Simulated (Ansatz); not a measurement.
# VWC2 (R-3m) in Ansatz: further runs, part 2 of 2

Ansatz 0.2.0. Earlier steps stand in the parts before.

**5. Single point, PBE, collinear spin, ferromagnetic start**

The input, input.yaml:

```yaml
crystal:
  lattice:
    - [1.5170411163, 0.8758640969, 4.933893193]
    - [-1.5170411163, 0.8758640969, 4.933893193]
    - [0.0, -1.7517281937, 4.933893193]
  atoms:
    - { symbol: W, position: [0.0, 0.0, 0.0] }
    - { symbol: V, position: [0.5, 0.5, 0.5], spin: 3.0 }
    - { symbol: C, position: [0.246494, 0.246494, 0.246494] }
    - { symbol: C, position: [0.753506, 0.753506, 0.753506] }
hamiltonian:
  xc: pbe
  pseudopotentials: { kind: paw }
magnetization:
  spin_polarized: true
  initial_magnetization: 3.0
  spin_locking: { lock_magnetization: hard }
kpoints:
  mp_grid: { grid: [9, 9, 9] }
scf:
  occupations: { method: fermi_dirac, width: 0.05 }
  lower_state_search: "off"
output:
  forces: true
  stress: true
  eigenvalues: true
  write_density: true
  write_potential: true
  elf: true
  volumetric_format: npy
```

Run with:

```console
$ ansatz run input.yaml --threads 2 --pin off --max-ram 5632MiB --backend cpu --events-out ev --progress --plain --runs-dir out
```

Run time: 11 s. Hardware: 2 threads of Arm Neoverse V1, shared host; peak memory 0.44 GiB.

The run converged. Its results:

* Free energy: -13798.1447 eV
* Pressure: 11.4 GPa
* Largest force: 0.604 eV/Å
* Net moment: 3.00 μB per cell
* Absolute moment: 3.00 μB per cell
* Site moments: W +0.52; V +1.32; C +0.14 μB

Forces in eV/Å, atoms in the order of the input:
```
W    0.000  0.000  0.000
V    0.000  0.000  0.000
C    0.000  0.000  0.604
C    0.000  0.000 -0.604
```

Stress tensor (GPa, compression positive):
```
11.93  0.00  0.00
 0.00 11.93  0.00
 0.00  0.00 10.26
```

Caveat: the pressure holds a Pulay correction of +0.4 GPa for the finite cutoff; the total moment is fixed, so each spin has its own Fermi level; the thresholds are loose for stress. The run has no spin-orbit coupling, so splittings on W are missing.

**6. Single point, PBE, collinear spin, ferromagnetic start**

input.yaml: that of step 5 with these lines changed.

```diff
@@ -7,3 +7,3 @@
     - { symbol: W, position: [0.0, 0.0, 0.0] }
-    - { symbol: V, position: [0.5, 0.5, 0.5], spin: 3.0 }
+    - { symbol: V, position: [0.5, 0.5, 0.5], spin: 4.0 }
     - { symbol: C, position: [0.246494, 0.246494, 0.246494] }
@@ -15,3 +15,3 @@
   spin_polarized: true
-  initial_magnetization: 3.0
+  initial_magnetization: 4.0
   spin_locking: { lock_magnetization: hard }
@@ -26,5 +26 @@
   eigenvalues: true
-  write_density: true
-  write_potential: true
-  elf: true
-  volumetric_format: npy
```

Potentials or basis: Ansatz PAW.

Run with:

```console
$ ansatz run input.yaml --threads 2 --pin off --max-ram 5632MiB --backend cpu --events-out ev --progress --plain --runs-dir out
```

Log:

```text
Warning: output.stress: scf.convergence.dr2_threshold = 1e-7 eV (the SCF's general default) is looser than the 4e-10 eV advised for a printed stress (1e-10 eV for each atom of the cell: 4). What an SCF threshold leaves in a stress goes as its square root, and in the free energy as the threshold itself, and one threshold admits the most on a small cell: of the crystals measured, under no hybrid functional and no lock of the moments, on runs that ended without the residual-converged pass, on stresses that held no estimate of that error, the worst erred by over 100 MPa in a component at 1e-7 eV an atom and by under 5 at 1e-10. Set scf.convergence.dr2_threshold to 4e-10 eV or tighter. The threshold is an SCF's pass mark: one that does not reach it within its budget of iterations ends unconverged, or closes short of it on a stop that the run arms, and scf.convergence.dr2_threshold's page says what that costs each kind of run
Warning: RAYON_NUM_THREADS=2 ignored (pool sized by the plan → 2); use --threads N
basis.fft_grid_basis auto: the FFT boxes are laid along the combinations [[1, 0, -1], [0, 1, -1], [0, 0, 1]] of the cell's own vectors, 3.034, 3.034 and 5.236 Å long. The dense box has 24×24×36 points. Along the cell's own vectors, as sized, it would have 36×36×36, 2.25 times as many. Of the 12 symmetry operations that the crystal satisfies within crystal.symmetry.tolerance (time reversal apart; of a slab, those that keep its plane) the dense box along the cell's own vectors carries 12, and the one as laid loses 8 of those. basis.fft_grid_basis: typed keeps the cell's own vectors: state it where this run's energies or levels are differenced outside the engine with another run's, or held beside a run that keeps those vectors.
Engine: ansatz 0.2.0, aarch64-unknown-linux-gnu
Pseudopotentials: kind: paw
Pseudopotential: W, paw, valence charge 14, recommended cutoff 420 eV (normal), W.paw.azcp
Pseudopotential: V, paw, valence charge 13, recommended cutoff 420 eV (normal), V.paw.azcp
Pseudopotential: C, paw, valence charge 4, recommended cutoff 420 eV (normal), C.paw.azcp
Functional definition: PBE
  parameter kappa = 0.804
[... 61 lines left out ...]
  E_closure    = 0.000000  (closes the sum)
  Σ components = -13796.551246   (vs F -13796.551246, Δ=0.00e0)
--- Forces (eV/Å), atoms counted from 1 ---
  atom   1  W     -0.00000000    -0.00000000    -0.00000000
  atom   2  V     -0.00000000     0.00000000    -0.00000000
  atom   3  C     -0.00000000     0.00000000     0.76002794
  atom   4  C      0.00000000    -0.00000000    -0.76002794
  max |Σ_I F_I| component: 4.63e-18 eV/Å
--- Stress (GPa, compression-positive) ---
       21.380773       0.000000      -0.000000
        0.000000      21.380773      -0.000000
       -0.000000      -0.000000      19.729763
  P = ⅓ Tr σ = 20.8304 GPa (208.304 kbar)
--- Band table (eV; the first three rows and the last of 170) ---
  k-point 0 ↑: bands = ["-55.6199", "-45.2327", "-20.1304", "-19.7905", "-19.7905", "-19.1370", "-19.0230", "-19.0230", "4.1552", "8.5227", "10.4795", "13.6828", "13.6828", "17.4179", "17.4179", "17.5090", "19.0713", "19.0713", "19.1086", "19.1435", "19.1435", "20.4604", "20.4604", "21.7021"]
  k-point 1 ↑: bands = ["-55.6159", "-45.2291", "-20.1120", "-19.8585", "-19.8060", "-19.1395", "-19.0538", "-19.0301", "4.4573", "8.2996", "10.8337", "13.7367", "13.8530", "16.5453", "16.9350", "16.9776", "17.5692", "18.7206", "19.6312", "20.2572", "20.3003", "20.4552", "21.5178", "21.5261"]
  k-point 2 ↑: bands = ["-55.6058", "-45.2202", "-20.0648", "-20.0273", "-19.8449", "-19.1468", "-19.1310", "-19.0481", "5.2713", "7.8995", "11.6276", "13.7598", "14.2396", "14.5757", "15.8332", "16.2280", "17.6419", "19.2119", "20.0403", "20.1946", "20.4255", "21.4656", "21.7665", "23.3197"]
  k-point 84 ↓: bands = ["-55.1305", "-43.3583", "-19.3984", "-19.2122", "-19.1590", "-17.3634", "-17.1989", "-17.1751", "6.0933", "7.0010", "14.1330", "14.3420", "15.1660", "16.0213", "16.1728", "16.6870", "19.0762", "19.6744", "21.0926", "21.1306", "21.8585", "22.0260", "23.6421", "23.7418"]
```

Wall time 6.8 s (2 threads of Arm Neoverse V1, shared host); peak memory 0.42 GiB.

What came out:

* Free energy: -13796.5512 eV
* Pressure: 20.8 GPa
* Largest force: 0.760 eV/Å
* Net moment: 4.00 μB per cell
* Absolute moment: 4.00 μB per cell
* Site moments: W +0.66; V +1.57; C +0.30 μB

Forces in eV/Å, atoms in the order of the input:
```
W    0.000  0.000  0.000
V    0.000  0.000  0.000
C    0.000  0.000  0.760
C    0.000  0.000 -0.760
```

Caveat: the pressure holds a Pulay correction of +0.4 GPa for the finite cutoff; the total moment is fixed, so each spin has its own Fermi level; the thresholds are loose for stress. The run has no spin-orbit coupling, so splittings on W are missing.

**7. Overview**

```tsv
fixed moment (μB)	pressure (GPa)	moment (μB)	largest force (eV/Å)
1.5	1.8	1.50	0.33
2.0	4.3	2.00	0.44
2.5	7.6	2.50	0.54
3.0	11.4	3.00	0.60
4.0	20.8	4.00	0.76
```

Alike in all rows: task single point; level PBE; potentials or basis Ansatz PAW; spin collinear, ferromagnetic start; cell as given; k mesh 9 × 9 × 9; cutoff (eV) 420; smearing fermi-dirac 0.05 eV.

Caveats: the total moment is fixed, so each spin has its own Fermi level; the thresholds are loose for stress.

Absolute energies hang on the potentials; compare differences alone.
